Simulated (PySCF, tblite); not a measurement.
# C6H12Si: geometry, infrared bands and NMR shifts

Wanted: the infrared bands and NMR shifts of C6H12Si (`C=C[C@H]1C[C@@H]([SiH3])C1`), by calculation.

The runs use tblite 0.8.0 and PySCF 2.14.0, with density-fitted response routines of our own; the level of theory stands in each step. All values are computed, except where a source is named. Atoms count from 0, in the outputs and in this text.

**1. The molecule as given**

19 atoms, charge 0, multiplicity 1; geometry from: force field or distance geometry start.

Bonds of the start (Å): C0–C1 1.36, C1–C2 1.47, C2–C3 1.55, C3–C4 1.54, C4–Si5 1.91, C4–C6 1.56, C6–C2 1.57, C0–H7 1.08, C0–H8 1.08, C1–H9 1.08, C2–H10 1.10, C3–H11 1.11, C3–H12 1.11, C4–H13 1.10, Si5–H14 1.48, Si5–H15 1.49, Si5–H16 1.48, C6–H17 1.09, C6–H18 1.09.

**2. Optimising the geometry with GFN2-xTB**

What the job is given:

```
{"job": {"kind": "relax", "xc": "GFN2-xTB", "basis": "xTB"}, "charge": 0, "multiplicity": 1}
C      3.169600    -0.026800     0.156200
C      2.036400     0.524200    -0.343900
C      0.852300    -0.327300    -0.549300
C      0.003400    -0.639200     0.706400
C     -1.254800    -0.522800    -0.170800
Si    -2.797900     0.250500     0.639500
C     -0.415900     0.421400    -1.083700
H      3.231400    -1.073400     0.413700
H      4.051300     0.580300     0.319600
H      2.002000     1.575700    -0.576500
H      1.068000    -1.219600    -1.152400
H      0.171600    -1.642700     1.144800
H      0.086300     0.098600     1.527600
H     -1.509800    -1.464500    -0.679100
H     -3.361000    -0.665700     1.658400
H     -2.446800     1.530800     1.324500
H     -3.836100     0.529000    -0.373700
H     -0.462000     1.478400    -0.820200
H     -0.598000     0.320200    -2.148800
```

Run with:

```sh
$ OMP_NUM_THREADS=1 python probes_run.py task.json out
```

One launch serves the whole session: the jobs run in the order shown.

**Question.** This job is followed by: GFN2-xTB harmonic vibrations, gas phase; GIAO PBE0/pcSseg-1 NMR shielding, non-relativistic, gas phase. What will the session give for the following? strongest single infrared mode (GFN2-xTB); zero-point energy (GFN2-xTB); 13C shifts against TMS (PBE0/pcSseg-1, means over atoms taken as alike); 1H shifts against TMS (PBE0/pcSseg-1, means over atoms taken as alike); 29Si shifts against TMS (PBE0/pcSseg-1).

The runs gave:

| quantity | value |
| --- | --- |
| strongest single infrared mode (GFN2-xTB) | 2262 cm⁻¹, 371 km/mol |
| zero-point energy (GFN2-xTB) | 97.5 kcal/mol |
| 13C shifts against TMS (PBE0/pcSseg-1, means over atoms taken as alike) | 154.2, 118.4, 40.0, 30.9, 9.5 ppm |
| 1H shifts against TMS (PBE0/pcSseg-1, means over atoms taken as alike) | 6.32, 5.13, 5.08, 3.84, 2.89, 2.70, 1.94, 1.66 ppm |
| 29Si shifts against TMS (PBE0/pcSseg-1) | -63.4 ppm |

Over 86 steps the energy fell by 0.316 eV; of the close pairs, C0–C1 changed most, 1.356 to 1.320 Å. The lowest mode is slightly imaginary (16i cm⁻¹), a soft motion within the noise of the Hessian, so the minimum is not strictly shown. GFN2-xTB is a fitted tight-binding method: band positions and strengths are rough. Its intensities can rank the bands wrongly. The most deshielded carbon is C1 (alkene CH), at 154.2 ppm: as expected for a trigonal carbon in a double bond. H9 (hydrogen on an alkene CH) lies farthest downfield among hydrogen, at 6.32 ppm; attached to an sp2 carbon and in the plane of the double bond. At PBE0/pcSseg-1: The widest tensor belongs to C1: span 230 ppm, with a paramagnetic part of -222 ppm.
